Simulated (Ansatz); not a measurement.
# CH5GaSe: basis-set convergence

Aim: see how fast density functionals converge with the basis set for CH5GaSe.

Computed with Ansatz 0.2.0, Gaussian basis. Level: one geometry, several basis sets.

The runs, in order: PBE0-D4/def2-SVP; ωB97M-V/def2-SVP; PBE0-D4/def2-QZVPP; ωB97M-V/def2-QZVPP; the functionals' def2-TZVPP values are taken from earlier runs.

**1. The relaxed structure**

All runs share one geometry, relaxed beforehand with PBE0-D4 in a triple-zeta def2 set.

SMILES `[CH3][GaH][SeH]`, 8 atoms, charge 0, spin multiplicity 1.

Atoms are counted from 1 here; the program's logs count them from 0.

Bond lengths: C1–Ga2 1.960 Å, C1–H4 1.092 Å, C1–H5 1.090 Å, C1–H6 1.093 Å, Ga2–Se3 2.332 Å, Ga2–H7 1.565 Å, Se3–H8 1.469 Å. Angles: Ga2–C1–H4 110.4°, Ga2–C1–H5 111.8°, Ga2–C1–H6 109.4°, H4–C1–H5 109.2°, H4–C1–H6 107.5°, H5–C1–H6 108.5°, C1–Ga2–Se3 120.0°, C1–Ga2–H7 126.4°, Se3–Ga2–H7 113.6°, Ga2–Se3–H8 93.7°.

**2. PBE0-D4 in def2-SVP**

in.yaml

```yaml
crystal:
  periodic: [false, false, false]
  atoms:
    - {symbol: C, position_ang: [-0.715227, 0.833591, -0.426816]}
    - {symbol: Ga, position_ang: [0.910577, -0.247156, -0.250147]}
    - {symbol: Se, position_ang: [1.020176, -1.932821, 1.357405]}
    - {symbol: H, position_ang: [-0.461667, 1.891923, -0.517595]}
    - {symbol: H, position_ang: [-1.384970, 0.697808, 0.422344]}
    - {symbol: H, position_ang: [-1.246758, 0.542937, -1.337114]}
    - {symbol: H, position_ang: [2.211482, -0.116743, -1.110814]}
    - {symbol: H, position_ang: [-0.333612, -1.669539, 1.862747]}
basis:
  gaussian: {orbitals: def2-SVP}
hamiltonian: {xc: pbe0, dispersion: d4}
output: {orbitals: {seedname: orbitals}}
```

On the command line:

```sh
ansatz run in.yaml --threads 4 --pin off --events-out ev --progress --plain --max-ram 10444MiB
```

Further steps of the session: ωB97M-V in def2-SVP; PBE0-D4 in def2-QZVPP; ωB97M-V in def2-QZVPP.

**Question.** What will the summary of the whole plan be? Wanted: PBE0-D4: double and triple zeta above quadruple; ωB97M-V: double and triple zeta above quadruple.

**Answer**, as computed:

| quantity | value |
| --- | --- |
| PBE0-D4: double and triple zeta above quadruple | 18.61, 2.62 eV |
| ωB97M-V: double and triple zeta above quadruple | 18.57, 2.55 eV |

What this shows: For PBE0-D4 the step from double to triple zeta gains 15.98 eV and the next only 2.62 eV. Total energies overstate the basis error of differences, where much of it tends to cancel.
